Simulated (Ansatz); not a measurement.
Born–Oppenheimer molecular dynamics of a periodic cell of 28 atoms, AlZn2SbH12O12 (host AlZn2SbH12O12, host structure P-3). It starts from an unrelaxed structure (largest force component 0.32 eV/Å).

These are results of DFT PBEsol, scalar-relativistic, plane waves, PAW (Ansatz), not measurements. Settings: cutoff 420 eV, k mesh 2x2x1, fermi-dirac smearing 0.05 eV, no spin polarisation.

```yaml
ensemble: NVE (velocity Verlet)
time_step: 0.5 fs
steps_asked: 120
starting_velocities_drawn_for: 3000 K
seed: 982733
```

Frames 5 fs apart, positions in Å, forces in eV/Å.

Velocities at 15.0 fs (Å/ps):

```
Al -9.48 2.13 -2.89
Zn -6.36 2.55 2.12
Zn 8.92 0.94 -4.79
Sb 4.57 0.61 5.58
H 4.39 2.42 -18.29
H -42.68 33.15 2.01
H 15.41 -23.02 29.39
H -27.61 -14.31 -34.88
H 57.95 -23.58 39.71
H 21.94 -28.15 8.59
H -39.27 -24.47 -53.03
H 37.64 17.33 7.67
H 7.75 9.89 -21.03
H -41.80 2.99 -30.30
H 2.68 -22.04 -8.52
H -15.54 -9.93 4.58
O -0.49 3.63 -5.02
O 0.28 8.46 -4.84
O -15.19 -5.29 -1.66
O -23.24 4.59 -0.41
O -8.79 -8.67 5.40
O -0.32 5.44 2.45
O 10.76 -11.80 -6.84
O 5.61 -0.09 14.79
O -9.23 -13.93 11.78
O -7.84 15.78 -15.04
O 14.30 -7.60 -18.83
O 6.05 -7.99 -3.75
```

```xyz
28
Lattice="5.5095 0.0000 0.0000 -2.7548 4.7714 0.0000 0.0000 0.0000 10.0003" Properties=species:S:1:pos:R:3:forces:R:3 time_fs=15.0 energy_less_start_eV=5.361 T=1469
Al -0.159 0.086 -0.025 0.43 -1.76 -0.47
Zn 2.638 1.623 9.974 2.01 0.47 -0.27
Zn 0.141 3.186 -0.001 -0.44 0.88 -0.67
Sb 0.071 0.018 5.075 -0.51 -2.80 1.25
H 0.545 3.610 5.614 1.52 0.46 1.36
H 2.022 0.387 3.849 -0.61 0.76 0.08
H 0.432 1.946 6.775 -0.08 -0.14 -0.36
H 1.931 2.954 3.458 1.60 0.44 0.33
H -1.089 3.107 6.302 0.70 1.31 -0.57
H 3.582 1.200 3.942 0.89 -0.54 -0.24
H 1.833 3.596 7.782 -0.21 -0.65 1.31
H 0.561 1.679 1.858 1.04 -0.24 -0.39
H -1.110 1.236 7.822 0.37 0.20 0.57
H 3.111 3.437 2.171 0.12 -0.06 -1.85
H -1.107 4.816 8.039 -0.10 -0.55 0.70
H 4.111 0.141 2.269 -1.00 -0.24 -3.12
O 1.927 3.366 8.785 -0.99 0.29 0.15
O 1.032 1.588 0.984 -3.66 -0.36 0.15
O -1.047 1.398 8.809 -0.01 -0.24 2.23
O 3.142 3.381 1.093 1.65 0.07 -0.76
O -1.249 4.573 8.994 0.90 1.14 0.25
O 3.843 0.055 1.093 0.04 0.93 2.20
O 1.499 3.497 6.145 0.96 0.96 -1.90
O 1.308 1.063 4.063 1.22 0.08 -0.87
O -0.401 1.516 6.439 0.66 -1.08 -1.26
O 2.859 3.377 3.466 -0.57 -1.19 2.17
O -0.791 4.043 5.963 -3.57 -0.59 -0.05
O 4.148 0.374 3.766 -2.33 2.46 0.01
28
Lattice="5.5095 0.0000 0.0000 -2.7548 4.7714 0.0000 0.0000 0.0000 10.0003" Properties=species:S:1:pos:R:3:forces:R:3 time_fs=20.0 energy_less_start_eV=5.648 T=1385
Al -0.204 0.089 -0.042 0.58 -1.54 -0.54
Zn 2.610 1.636 9.983 2.14 0.51 -0.60
Zn 0.184 3.192 -0.026 -0.66 0.85 -0.61
Sb 0.093 0.017 5.103 -1.09 -3.90 -0.52
H 0.714 3.668 5.662 -0.92 0.55 -0.40
H 1.990 0.405 3.777 -0.52 0.73 0.47
H 0.422 1.782 6.845 0.12 0.05 -0.31
H 2.009 2.966 3.355 -1.66 -0.97 0.82
H -0.767 3.166 6.390 -0.83 -0.25 -0.29
H 3.677 1.150 3.986 -0.36 0.85 -0.01
H 1.654 3.418 7.754 0.58 0.29 0.97
H 0.826 1.737 1.911 0.22 -0.30 0.18
H -1.042 1.300 7.824 -0.09 -0.15 0.07
H 2.927 3.460 2.005 0.21 0.27 2.60
H -1.111 4.649 8.084 0.02 -0.05 -0.83
H 3.953 0.076 1.996 0.82 -0.06 5.93
O 1.914 3.385 8.755 -1.68 -0.50 0.26
O 1.008 1.627 0.957 -2.97 -0.62 -0.36
O -1.123 1.370 8.816 0.29 -0.02 3.01
O 3.039 3.404 1.071 1.91 -0.25 -5.24
O -1.286 4.538 9.022 0.94 0.75 1.70
O 3.838 0.089 1.116 -2.00 0.80 -7.41
O 1.561 3.445 6.099 2.97 0.37 0.18
O 1.330 1.079 4.136 1.38 0.29 -1.29
O -0.436 1.442 6.491 1.10 -0.69 -1.07
O 2.816 3.444 3.407 3.29 -0.08 2.19
O -0.744 4.001 5.871 -2.61 1.39 -0.10
O 4.168 0.345 3.749 -1.17 1.72 1.18
28
Lattice="5.5095 0.0000 0.0000 -2.7548 4.7714 0.0000 0.0000 0.0000 10.0003" Properties=species:S:1:pos:R:3:forces:R:3 time_fs=25.0 energy_less_start_eV=6.024 T=1279
Al -0.245 0.078 -0.062 0.53 -1.15 0.15
Zn 2.590 1.652 9.991 2.06 0.28 -0.30
Zn 0.226 3.202 -0.053 -1.04 1.20 0.16
Sb 0.113 0.010 5.131 -0.82 -3.88 -1.23
H 0.768 3.844 5.698 0.72 -0.67 0.44
H 1.976 0.463 3.766 0.09 0.04 0.24
H 0.450 1.631 6.852 -0.41 0.11 -0.25
H 1.968 2.881 3.452 1.95 1.30 0.66
H -0.595 3.207 6.410 -1.28 0.32 -0.85
H 3.730 1.221 3.999 0.20 -0.51 -0.56
H 1.548 3.278 7.832 0.44 0.65 -0.86
H 1.131 1.722 1.915 -0.66 -0.20 -1.22
H -0.993 1.337 7.886 -0.57 -0.27 0.39
H 2.837 3.527 2.101 0.78 -0.07 -2.02
H -1.138 4.450 8.080 -0.44 0.22 1.09
H 3.864 0.007 2.236 0.37 0.80 -3.36
O 1.880 3.398 8.736 -1.27 -0.91 1.38
O 0.940 1.656 0.930 -1.71 -0.88 0.87
O -1.193 1.342 8.864 0.85 0.26 1.87
O 2.962 3.424 0.994 1.35 -0.35 0.56
O -1.306 4.515 9.066 1.40 0.63 -0.84
O 3.812 0.134 1.085 -1.73 0.11 2.31
O 1.660 3.400 6.050 0.15 1.43 -0.92
O 1.363 1.107 4.192 0.51 0.84 -0.96
O -0.455 1.358 6.526 1.94 -0.02 -0.89
O 2.803 3.501 3.380 -0.17 -2.93 1.76
O -0.737 3.975 5.777 -1.32 0.44 0.71
O 4.167 0.346 3.749 -1.90 3.19 1.66
28
Lattice="5.5095 0.0000 0.0000 -2.7548 4.7714 0.0000 0.0000 0.0000 10.0003" Properties=species:S:1:pos:R:3:forces:R:3 time_fs=30.0 energy_less_start_eV=5.196 T=1514
Al -0.281 0.058 -0.083 0.59 -0.17 -0.05
Zn 2.577 1.668 9.998 1.48 -0.06 -0.50
Zn 0.263 3.216 -0.080 -1.53 1.23 0.37
Sb 0.132 -0.006 5.156 0.23 -2.53 -4.41
H 0.880 3.897 5.774 0.51 -1.17 0.20
H 2.028 0.483 3.772 -0.76 0.96 1.10
H 0.448 1.533 6.829 0.29 0.59 0.28
H 2.139 2.936 3.693 -1.39 -1.45 0.52
H -0.701 3.223 6.302 -0.67 -1.11 0.23
H 3.786 1.292 3.920 -0.09 0.33 0.01
H 1.565 3.300 7.761 0.85 0.67 0.51
H 1.329 1.664 1.756 -0.79 0.16 0.61
H -1.061 1.315 7.984 -0.31 -0.11 -0.58
H 2.904 3.576 1.865 0.01 -0.16 2.28
H -1.240 4.290 8.181 -0.08 0.01 -1.11
H 3.864 0.080 2.021 0.36 -0.07 1.34
O 1.827 3.398 8.735 -1.22 -0.82 -0.57
O 0.844 1.672 0.910 -1.01 -1.28 -0.63
O -1.252 1.317 8.944 0.96 0.48 1.36
O 2.906 3.437 0.918 1.35 -1.08 -1.73
O -1.308 4.503 9.108 0.97 0.82 0.90
O 3.760 0.183 1.068 -1.53 0.40 -2.01
O 1.768 3.373 5.993 -1.10 1.14 0.28
O 1.401 1.151 4.238 0.77 -0.41 -1.24
O -0.450 1.272 6.547 0.88 0.28 -0.21
O 2.804 3.526 3.380 3.10 0.06 1.19
O -0.752 3.962 5.691 -1.00 1.25 0.33
O 4.141 0.387 3.773 -0.86 2.01 1.52
28
Lattice="5.5095 0.0000 0.0000 -2.7548 4.7714 0.0000 0.0000 0.0000 10.0003" Properties=species:S:1:pos:R:3:forces:R:3 time_fs=35.0 energy_less_start_eV=5.281 T=1491
Al -0.311 0.035 -0.103 0.61 0.80 0.31
Zn 2.570 1.685 10.003 0.83 -0.36 -0.09
Zn 0.295 3.234 -0.106 -2.38 1.22 0.95
Sb 0.151 -0.026 5.172 1.26 0.14 -6.41
H 0.977 3.760 5.885 -1.21 -0.03 -0.33
H 2.074 0.556 3.903 0.60 -0.27 0.09
H 0.466 1.557 6.850 -0.99 0.01 -0.06
H 2.242 2.864 3.961 0.91 0.69 -2.01
H -0.975 3.098 6.144 0.47 1.04 -1.15
H 3.819 1.417 3.846 0.33 -0.39 0.15
H 1.760 3.473 7.737 -0.10 -0.11 0.28
H 1.309 1.642 1.684 -1.03 0.19 0.32
H -1.214 1.265 8.035 -0.09 0.09 0.75
H 2.990 3.564 1.894 -0.56 -0.67 -1.40
H -1.367 4.175 8.205 0.26 0.60 0.97
H 3.979 0.159 2.087 -1.00 0.18 -2.29
O 1.756 3.385 8.730 0.33 0.03 -1.25
O 0.735 1.669 0.883 -0.21 -1.31 -0.24
O -1.296 1.300 9.037 1.20 0.85 -2.04
O 2.870 3.437 0.833 1.38 -1.25 3.81
O -1.294 4.500 9.151 0.56 0.26 -1.79
O 3.683 0.237 1.023 0.09 -0.66 2.77
O 1.868 3.357 5.941 -0.30 -1.01 1.68
O 1.439 1.199 4.273 -1.03 0.60 -0.07
O -0.429 1.191 6.566 1.57 1.30 0.87
O 2.835 3.538 3.404 0.21 -2.06 2.86
O -0.782 3.960 5.615 -1.28 -1.75 2.38
O 4.102 0.459 3.817 -0.45 1.87 0.95
28
Lattice="5.5095 0.0000 0.0000 -2.7548 4.7714 0.0000 0.0000 0.0000 10.0003" Properties=species:S:1:pos:R:3:forces:R:3 time_fs=40.0 energy_less_start_eV=5.478 T=1435
Al -0.336 0.020 -0.120 0.85 1.26 0.80
Zn 2.566 1.699 10.008 -0.21 -0.68 0.29
Zn 0.318 3.257 -0.128 -3.29 0.96 1.55
Sb 0.172 -0.045 5.176 0.71 2.56 -7.08
H 0.912 3.591 5.910 2.07 -0.45 -0.46
H 2.251 0.593 4.100 -0.95 1.30 0.47
H 0.378 1.623 6.890 0.66 0.55 0.26
H 2.420 2.820 3.893 -1.44 -1.87 0.38
H -1.162 3.070 5.824 0.49 -1.25 0.23
H 3.918 1.534 3.797 0.32 -0.27 0.27
H 1.913 3.609 7.752 -0.79 -0.64 0.25
H 1.073 1.660 1.729 -0.82 -0.03 -0.02
H -1.384 1.233 8.149 0.25 0.13 -1.09
H 2.970 3.434 1.782 -0.17 0.10 0.47
H -1.449 4.148 8.305 0.31 -0.15 -1.06
H 3.941 0.240 2.022 -1.26 -0.05 -1.90
O 1.691 3.374 8.708 1.83 0.70 -2.00
O 0.621 1.647 0.849 0.33 -0.89 -0.03
O -1.322 1.296 9.107 1.17 1.19 -1.98
O 2.853 3.416 0.791 0.70 -1.43 2.62
O -1.272 4.505 9.177 0.20 0.89 -0.08
O 3.602 0.283 0.994 0.84 -1.46 3.24
O 1.957 3.329 5.914 -3.83 -1.01 2.47
O 1.463 1.255 4.304 0.11 -1.49 -0.47
O -0.393 1.126 6.595 -0.46 0.60 0.83
O 2.877 3.528 3.463 2.00 0.99 -0.10
O -0.828 3.941 5.569 0.28 -0.56 1.57
O 4.057 0.554 3.877 0.11 1.00 0.58
28
Lattice="5.5095 0.0000 0.0000 -2.7548 4.7714 0.0000 0.0000 0.0000 10.0003" Properties=species:S:1:pos:R:3:forces:R:3 time_fs=45.0 energy_less_start_eV=5.373 T=1463
Al -0.353 0.016 -0.131 1.24 1.04 1.09
Zn 2.561 1.712 10.013 -0.93 -1.01 0.20
Zn 0.328 3.283 -0.144 -3.67 0.51 1.77
Sb 0.195 -0.061 5.166 -0.26 2.64 -5.64
H 1.081 3.346 5.826 -2.72 0.35 -0.67
H 2.375 0.761 4.320 -0.87 0.64 -0.03
H 0.324 1.756 6.948 -0.73 -1.03 -0.59
H 2.432 2.603 3.761 0.42 2.22 -0.06
H -1.192 2.923 5.486 1.08 1.47 0.31
H 4.061 1.639 3.812 0.17 -0.13 0.12
H 1.922 3.632 7.751 -0.65 -0.42 -0.73
H 0.686 1.668 1.791 -0.24 -0.20 -0.60
H -1.483 1.235 8.151 0.66 0.16 0.62
H 2.904 3.309 1.812 -0.06 0.74 -0.58
H -1.434 4.144 8.290 0.60 0.53 0.42
H 3.748 0.300 1.951 -0.33 -0.32 0.15
O 1.651 3.371 8.661 2.04 0.59 -0.85
O 0.508 1.611 0.814 0.51 -0.35 0.52
O -1.331 1.309 9.140 0.82 1.05 -4.40
O 2.847 3.376 0.787 0.21 -0.57 3.42
O -1.247 4.519 9.193 -0.50 0.17 -1.52
O 3.525 0.308 0.985 0.38 -1.85 1.41
O 2.005 3.285 5.924 1.33 -1.26 2.70
O 1.478 1.299 4.333 -0.13 -1.14 -0.21
O -0.355 1.074 6.638 0.78 1.58 1.34
O 2.939 3.516 3.529 -0.37 -2.61 -0.44
O -0.874 3.904 5.549 0.45 -3.13 1.49
O 4.016 0.661 3.947 0.78 0.34 0.74
28
Lattice="5.5095 0.0000 0.0000 -2.7548 4.7714 0.0000 0.0000 0.0000 10.0003" Properties=species:S:1:pos:R:3:forces:R:3 time_fs=50.0 energy_less_start_eV=5.223 T=1508
Al -0.359 0.020 -0.132 1.24 0.55 0.50
Zn 2.553 1.720 10.019 -0.98 -1.37 -0.35
Zn 0.326 3.311 -0.154 -3.24 0.08 1.35
Sb 0.217 -0.071 5.146 -1.19 2.38 -2.97
H 1.034 3.179 5.650 2.55 0.35 0.58
H 2.413 1.042 4.568 0.16 -0.43 -0.13
H 0.234 1.774 6.931 1.15 1.09 0.18
H 2.451 2.715 3.656 -1.75 -1.51 0.76
H -1.035 2.946 5.226 -0.28 -1.23 -0.14
H 4.262 1.721 3.847 -0.45 -0.83 0.02
H 1.788 3.554 7.596 -0.38 -0.51 0.59
H 0.217 1.639 1.756 0.42 -0.12 -0.69
H -1.456 1.267 8.168 0.20 -0.06 -1.19
H 2.844 3.337 1.850 0.11 0.41 -0.89
H -1.299 4.226 8.275 0.08 0.26 -0.38
H 3.559 0.288 2.096 -0.35 -0.15 -3.28
O 1.640 3.376 8.602 1.75 0.69 -0.88
O 0.405 1.571 0.785 0.44 0.01 0.92
O -1.327 1.338 9.116 0.74 0.74 -1.98
O 2.843 3.329 0.823 -0.20 1.11 2.84
O -1.229 4.539 9.194 -0.52 0.43 -0.42
O 3.448 0.306 0.985 0.95 -2.01 4.66
O 2.046 3.223 5.970 -3.42 -0.08 0.92
O 1.482 1.329 4.357 -2.03 -0.47 -0.08
O -0.313 1.038 6.697 -0.77 -1.25 -0.27
O 3.001 3.476 3.586 1.68 1.29 -2.02
O -0.909 3.832 5.552 2.29 0.11 1.89
O 3.985 0.772 4.027 1.83 0.50 0.48
```

Of the whole run (60 fs, mean temperature of the second half 1425 K): The conserved energy stayed within 0.98 meV per atom of its start (net change 0.63 meV per atom), so the integration is sound. The temperature averaged 0.47 of the 3000 K drawn at the start: a run that starts near a minimum puts about half its kinetic energy into the potential. A run of 0.06 ps of so small a system gives no equilibrium averages. Limits of this set-up: coarse k mesh.

Time of the run: 8.6 min on 1 thread of Arm Neoverse V1, with other jobs on the host, peak memory 0.59 GiB.
